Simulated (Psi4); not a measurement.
# SnNH4Cl (SMILES [NH2][SnH2][Cl]): TPSSh/def2-SVP (core potential)

Aim: the vertical ionisation energy of SnNH4Cl at TPSSh/def2-SVP (core potential), from 2 runs. 

The calculation is run with Psi4 1.11.

2 further runs of the same task are left out: 2 set aside as unsound or not needed.

## (1) The molecule

SnNH4Cl has 7 atoms, charge 0, and is taken as a singlet. SMILES: `[NH2][SnH2][Cl]`. The coordinates come from a PBE0-D4/def2-TZVP relaxation. This is one conformer, not always the lowest.

Bond lengths: N1–Sn2 2.002 Å, Sn2–Cl3 2.335 Å, N1–H4 1.009 Å, N1–H5 1.009 Å, Sn2–H6 1.700 Å, Sn2–H7 1.700 Å. Angles: N1–Sn2–Cl3 106.6°, N1–Sn2–H6 110.9°, N1–Sn2–H7 110.9°, Cl3–Sn2–H6 105.3°, Cl3–Sn2–H7 105.3°, Sn2–N1–H4 116.4°, Sn2–N1–H5 116.4°, H6–Sn2–H7 117.0°, H4–N1–H5 109.9°.

## (2) Energy and gradient at TPSSh/def2-SVP (core potential)

The input, clh4nsn.py:

```python
import psi4

psi4.set_memory(2200000000)
psi4.set_num_threads(1)
psi4.set_output_file('output.dat', False)

molecule = psi4.geometry("""
N
Sn 1 2.002434
Cl 2 2.335369 1 106.55202
H 1 1.008907 2 116.4234 3 113.96277
H 1 1.008862 4 109.88019 2 -135.09742
H 2 1.700375 1 110.87595 5 131.9995
H 2 1.700417 6 116.99946 1 128.54451
symmetry c1
""")

psi4.set_options({
    'basis': 'def2-SVP',
    'puream': True,
    'e_convergence': 1e-09,
    'd_convergence': 1e-08,
    'scf_type': 'pk',
    'dft_radial_points': 99,
    'dft_spherical_points': 590,
})

e_tot, wfn = psi4.gradient("tpssh", return_wfn=True)
print('gradient / Eh bohr^-1')
print(e_tot.np.round(6))
print(f'energy = {wfn.energy():.10f} Eh')
```

Started as:

```bash
$ python clh4nsn.py
```

output.dat:

```text
[...]
    !!!  WARNING: ECP capability is in beta. Please check occupations closely.  !!!
[...]
  Running in c1 symmetry.
[...]
  Nuclear repulsion =  186.923676448726980
[...]
  Multiplicity = 1
[...]
  Nalpha       = 25
  Nbeta        = 25
[...]
    Number of basis functions: 78
[...]
   @RKS iter   1:  -731.10267897043138   -1.16148e+00   1.10087e-02 DIIS/ADIIS
[...]
   @RKS iter  12:  -731.43731766167105   -2.72848e-12   1.97405e-09 DIIS
[...]
    Orbital Energies [Eh]
    ---------------------
    Doubly Occupied:
       1A   -101.319390     2A    -14.251913     3A     -9.345531
       4A     -7.098772     5A     -7.092015     6A     -7.091941
       7A     -5.050261     8A     -3.406269     9A     -3.403062
      10A     -3.402265    11A     -1.017553    12A     -1.013770
      13A     -1.010932    14A     -1.008027    15A     -1.007433
      16A     -0.805272    17A     -0.756226    18A     -0.504202
      19A     -0.467588    20A     -0.365765    21A     -0.342900
      22A     -0.337934    23A     -0.281616    24A     -0.278253
      25A     -0.243177
[...]
  @RKS Final Energy:  -731.43731766167105
   => Energetics <=
    Nuclear Repulsion Energy =            186.9236764487269795
    One-Electron Energy =               -1461.2472339767930407
    Two-Electron Energy =                 592.3189622866168520
    DFT Exchange-Correlation Energy =     -49.4327224202219142
    Empirical Dispersion Energy =           0.0000000000000000
    VV10 Nonlocal Energy =                  0.0000000000000000
    Total Energy =                       -731.4373176616710452
[...]
 Multipole Moments:
 ------------------------------------------------------------------------------------
     Multipole            Electronic (a.u.)      Nuclear  (a.u.)        Total (a.u.)
 ------------------------------------------------------------------------------------
 L = 1.  Multiply by 2.5417464519 to convert [e a0] to [Debye]
 Dipole X            :          0.0006637           -0.0001816            0.0004820
 Dipole Y            :         27.7565879          -26.4181292            1.3384588
 Dipole Z            :          6.9553663           -7.4464762           -0.4911098
 Magnitude           :                                                    1.4257142
[...]
  -Total Gradient:
     Atom            X                  Y                   Z
    ------   -----------------  -----------------  -----------------
       1        0.000026944021     0.004965840680     0.001670834562
       2        0.000004806565    -0.006351039131    -0.004839681018
       3       -0.000002867035     0.010391051033    -0.003399849425
       4        0.007318460604    -0.002934576886     0.004368154474
       5       -0.007354972350    -0.002936375449     0.004388996815
       6        0.002247551808    -0.001588939809    -0.001096471100
       7       -0.002239906635    -0.001583444943    -0.001084344493
[...]
```

The script printed:

```text
gradient / Eh bohr^-1
[[ 2.7000e-05  4.9660e-03  1.6710e-03]
 [ 5.0000e-06 -6.3510e-03 -4.8400e-03]
 [-3.0000e-06  1.0391e-02 -3.4000e-03]
 [ 7.3180e-03 -2.9350e-03  4.3680e-03]
 [-7.3550e-03 -2.9360e-03  4.3890e-03]
 [ 2.2480e-03 -1.5890e-03 -1.0960e-03]
 [-2.2400e-03 -1.5830e-03 -1.0840e-03]]
energy = -731.4373176617 Eh
```

It took 22 s on 1 thread of AMD EPYC 9R45 (Zen 5), shared host; peak memory 1.2 GiB.

## (3) The doublet cation

The input, input.in:

```
memory 2.2 GB

molecule {
  1 2
  N
  Sn 1 2.002434
  Cl 2 2.335369 1 106.55202
  H 1 1.008907 2 116.4234 3 113.96277
  H 1 1.008862 4 109.88019 2 -135.09742
  H 2 1.700375 1 110.87595 5 131.9995
  H 2 1.700417 6 116.99946 1 128.54451
  symmetry c1
  no_reorient
  no_com
}

set basis def2-SVP
set reference uks
set puream true
set e_convergence 1e-09
set d_convergence 1e-08
set scf_type pk
set dft_radial_points 99
set dft_spherical_points 590
set maxiter 100

e_tot, wfn = gradient('tpssh', return_wfn=True)
oeprop(wfn, 'LOWDIN_CHARGES', 'MULLIKEN_CHARGES', 'MAYER_INDICES')
```

Started as:

```bash
$ psi4 input.in input.out -n 1
```

input.out, cut to the lines that bear on the results:

```text
[...]
  Running in c1 symmetry.
[...]
  Nuclear repulsion =  186.923676448726980
[...]
  Multiplicity = 2
[...]
  Nalpha       = 25
  Nbeta        = 24
[...]
    Number of basis functions: 78
[...]
   @UKS iter   1:  -730.74729520100698   -7.14805e-01   9.95188e-03 DIIS/ADIIS
[...]
   @UKS iter  22:  -731.08652583118260   -1.13687e-13   5.56892e-09 DIIS
[...]
   @S^2 Observed:                7.566510238E-01
[...]
  @UKS Final Energy:  -731.08652583118260
   => Energetics <=
    Nuclear Repulsion Energy =            186.9236764487269795
    One-Electron Energy =               -1449.6187410258437467
    Two-Electron Energy =                 580.7468917339713244
    DFT Exchange-Correlation Energy =     -49.1383529880372052
    Empirical Dispersion Energy =           0.0000000000000000
    VV10 Nonlocal Energy =                  0.0000000000000000
    Total Energy =                       -731.0865258311825983
[...]
 Multipole Moments:
 ------------------------------------------------------------------------------------
     Multipole            Electronic (a.u.)      Nuclear  (a.u.)        Total (a.u.)
 ------------------------------------------------------------------------------------
 L = 1.  Multiply by 2.5417464519 to convert [e a0] to [Debye]
 Dipole X            :          0.0008176           -0.0001816            0.0006359
 Dipole Y            :         28.0428072          -26.4181292            1.6246780
 Dipole Z            :          5.3437309           -7.4464762           -2.1027453
 Magnitude           :                                                    2.6572762
[...]
  -Total Gradient:
     Atom            X                  Y                   Z
    ------   -----------------  -----------------  -----------------
       1        0.000011285179    -0.010307808866     0.019996748579
       2        0.000031340583     0.009631106459    -0.070044083958
       3       -0.000005284023     0.001795011268     0.000859930329
       4        0.017430220320     0.000097570624     0.016857100679
       5       -0.017460465399     0.000108236065     0.016879837304
       6        0.003114898784    -0.000683024252     0.007720789956
       7       -0.003121989400    -0.000678238720     0.007735924240
[...]
  Mulliken Charges: (a.u.)
   Center  Symbol    Alpha    Beta     Spin     Total
       1     N     3.98945  3.12115  0.86831 -0.11060
       2    SN    10.61588 10.66909 -0.05321  0.71503
[...]
```

Run time: 57 s. Hardware: 1 thread of AMD EPYC 9R45 (Zen 5), shared host; peak memory 1.2 GiB.

## (4) Outcome

At TPSSh/def2-SVP (core potential):

```
                                          quantity          value
                     singlet SnNH4Cl: total energy  -731.43732 Eh
                    singlet SnNH4Cl: dipole moment         3.62 D
                      singlet SnNH4Cl: HOMO energy       -6.62 eV
                      singlet SnNH4Cl: LUMO energy       -0.55 eV
                    singlet SnNH4Cl: HOMO–LUMO gap        6.07 eV
         singlet SnNH4Cl: largest force on an atom     0.562 eV/Å
                      doublet cation: total energy  -731.08653 Eh
doublet cation: HOMO energy (highest over α and β)      -12.80 eV
 doublet cation: LUMO energy (lowest over α and β)      -12.30 eV
                              doublet cation: ⟨S²⟩          0.757
          doublet cation: largest force on an atom     3.636 eV/Å
vertical ionisation energy (to the doublet cation)       9.546 eV
```

**Reading.** The vertical ionisation energy comes to 9.55 eV (921 kJ/mol). The largest force (singlet SnNH4Cl) is 0.56 eV/Å: the shape isn't a stationary point for this species at this level. −ε(HOMO) before ionisation, 6.62 eV, is 2.93 eV below this ionisation energy. Mulliken charges (doublet cation) run from -0.12 on Cl3 to +0.72 on Sn2; they depend strongly on the basis.
